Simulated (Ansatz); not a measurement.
From input file to script: Sr3Mg, space group Fm-3m in Ansatz 0.2.0.

```yaml
crystal:
  lattice:
    - [0.0, 4.445928, 4.445928]
    - [4.445928, 0.0, 4.445928]
    - [4.445928, 4.445928, 0.0]
  atoms:
    - { symbol: Sr, position: [0.5, 0.5, 0.5] }
    - { symbol: Sr, position: [0.75, 0.75, 0.75] }
    - { symbol: Sr, position: [0.25, 0.25, 0.25] }
    - { symbol: Mg, position: [0.0, 0.0, 0.0] }
kpoints:
  mp_grid:
    kspacing: 0.3
hamiltonian:
  xc: pbesol
scf:
  occupations:
    method: fermi_dirac
    width: 0.1
basis:
  ecutwfc: "18 Ha"
output:
  forces: true
  stress: true
```

Interactive session:
```pycon
>>> import warnings
>>> import ansatz as az
>>> import numpy as np
>>> warnings.simplefilter("ignore", az.DeckWarning)
>>> inputs = {
...     "crystal": {
...         "lattice": [
...             [0.0, 4.445928, 4.445928],
...             [4.445928, 0.0, 4.445928],
...             [4.445928, 4.445928, 0.0],
...         ],
...         "atoms": [
...             {"symbol": "Sr", "position": [0.5, 0.5, 0.5]},
...             {"symbol": "Sr", "position": [0.75, 0.75, 0.75]},
...             {"symbol": "Sr", "position": [0.25, 0.25, 0.25]},
...             {"symbol": "Mg", "position": [0.0, 0.0, 0.0]},
...         ],
...     },
...     "kpoints": {"mp_grid": {"kspacing": 0.3}},
...     "hamiltonian": {"xc": "pbesol"},
...     "scf": {"occupations": {"method": "fermi_dirac", "width": 0.1}},
...     "basis": {"ecutwfc": "18 Ha"},
...     "output": {"forces": True, "stress": True},
... }
>>> done = az.Session.from_dict(inputs).plan().execute()

>>> summary = done.report
>>> summary["kweights"]
[0.008, 0.064, 0.064, 0.048, 0.192, 0.192, 0.096, 0.048, 0.096, 0.192]
>>> sorted(key for key in summary if key.endswith("_ev"))
['energy_sigma0_ev', 'entropy_ts_ev', 'fermi_energy_ev', 'free_energy_ev', 'gap_by_band_count_ev', 'harris_foulkes_ev', 'internal_energy_ev', 'lagrangian_above_aufbau_ev', 'lagrangian_ev', 'lagrangian_sigma0_ev']
>>> n_atoms = len(summary["lattice"]["sites"])
>>> print("F =", round(summary["free_energy_ev"], 4), "eV for", n_atoms, "atoms")
F = -12388.5595 eV for 4 atoms
>>> print("E(sigma -> 0) =", round(summary["energy_sigma0_ev"], 4), "eV, TS =", round(summary["entropy_ts_ev"], 5), "eV")
E(sigma -> 0) = -12388.4651 eV, TS = 0.18875 eV
>>> print("closed by", summary["closed_by"], "after", summary["n_iterations"], "iterations")
closed by deck_thresholds after 6 iterations
>>> print("forces (eV/A)")
forces (eV/A)
>>> for site, force in zip(done.lattice.sites, summary["forces_ev_ang"]):
...     print(f"  {site.symbol:2s} {force[0]:9.4f} {force[1]:9.4f} {force[2]:9.4f}")
...
  Sr   -0.0000    0.0000    0.0000
  Sr   -0.0000    0.0000    0.0000
  Sr   -0.0000    0.0000    0.0000
  Mg    0.0000   -0.0000    0.0000
>>> sigma = summary["stress_gpa"]
>>> voigt = [sigma[0][0], sigma[1][1], sigma[2][2], sigma[1][2], sigma[0][2], sigma[0][1]]
>>> print("stress xx yy zz yz xz xy (GPa, compression positive):", " ".join(f"{s:.3f}" for s in voigt))
stress xx yy zz yz xz xy (GPa, compression positive): -0.560 -0.560 -0.560 0.000 0.000 0.000
>>> print("P =", round(10 * float(np.mean(voigt[:3])), 2), "kbar")
P = -5.6 kbar
```

What to keep in mind:
- Absolute energies stand on the zero of these potentials, so only differences at equal settings mean something. A total without «per atom» is that of the cell as typed.
- For a metal this k-point mesh is coarse: on a finer one energies can move by several to tens of meV an atom and pressures by half a GPa or more, differences at one mesh by less.
- A gap by band count of zero or less means overlapping bands, a metal.
- The structure comes from a database of computed cells and needn't be a stable or known phase.
- Levels are Kohn-Sham eigenvalues on this mesh, without spin-orbit coupling.
- Wall time of the script: 3.2 s on 1 thread of Arm Neoverse V1, on a shared host, peak memory 0.47 GiB.

(Lines on the test bed's own set-up are left out of the output.)
